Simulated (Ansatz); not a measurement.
# CH6O3Si: the cost of one run

Program: Ansatz 0.2.0. Level of theory: RKS B3LYP/6-31G. These are calculated values, not measurements.

### Step 1. The system as given

Bond lengths: Si1–C2 1.870 Å, C2–H3 1.110 Å, C2–H4 1.110 Å, C2–H5 1.110 Å, Si1–O6 1.680 Å, O6–H7 1.010 Å, Si1–O8 1.679 Å, O8–H9 1.010 Å, Si1–O10 1.679 Å, O10–H11 1.010 Å. Angles (14 of 15 angles, heavy atoms first): C2–Si1–O6 109.4°, C2–Si1–O8 109.5°, C2–Si1–O10 109.5°, O6–Si1–O8 109.5°, O6–Si1–O10 109.5°, O8–Si1–O10 109.5°, Si1–C2–H3 109.5°, Si1–C2–H4 109.5°, Si1–C2–H5 109.5°, Si1–O6–H7 109.5°, Si1–O8–H9 109.5°, Si1–O10–H11 109.5°, H3–C2–H4 109.4°, H3–C2–H5 109.4°.

Structure file:

```xyz
11

Si    0.0000    0.0000    0.0000
C     0.0000    0.0000    1.8700
H    -0.9996   -0.3092    2.2405
H     0.7676   -0.7111    2.2405
H     0.2320    1.0203    2.2405
O     1.5842    0.0000   -0.5594
H     1.9006   -0.9521   -0.6761
O    -0.7913    1.3709   -0.5594
H    -1.7491    1.1401   -0.7818
O    -0.7913   -1.3709   -0.5594
H    -1.2459   -1.8365    0.2129
```

### Step 2. Preparing the start

File input.yaml:

```yaml
crystal:
  periodic: [false, false, false]
  atoms:
    - { symbol: Si, position_ang: [0.0, 0.0, 0.0] }
    - { symbol: C, position_ang: [0.0, 0.0, 1.87] }
    - { symbol: H, position_ang: [-0.9996, -0.3092, 2.2405] }
    - { symbol: H, position_ang: [0.7676, -0.7111, 2.2405] }
    - { symbol: H, position_ang: [0.232, 1.0203, 2.2405] }
    - { symbol: O, position_ang: [1.5842, 0.0, -0.5594] }
    - { symbol: H, position_ang: [1.9006, -0.9521, -0.6761] }
    - { symbol: O, position_ang: [-0.7913, 1.3709, -0.5594] }
    - { symbol: H, position_ang: [-1.7491, 1.1401, -0.7818] }
    - { symbol: O, position_ang: [-0.7913, -1.3709, -0.5594] }
    - { symbol: H, position_ang: [-1.2459, -1.8365, 0.2129] }
basis:
  gaussian: { orbitals: "6-31G" }
hamiltonian:
  xc: b3lyp
relax:
  f_tol: 0.02
  max_steps: 40
output:
  orbitals: {}
```

On the command line:

```console
$ ansatz run input.yaml --threads 1 --pin off --max-ram 2048MiB --backend cpu --events-out ev --progress --plain --runs-dir out
```

**Question.** How long does this run take on 1 thread of Arm Neoverse V1, shared host, and how much memory does it need?

About 43 s, with a peak of 0.14 GiB.
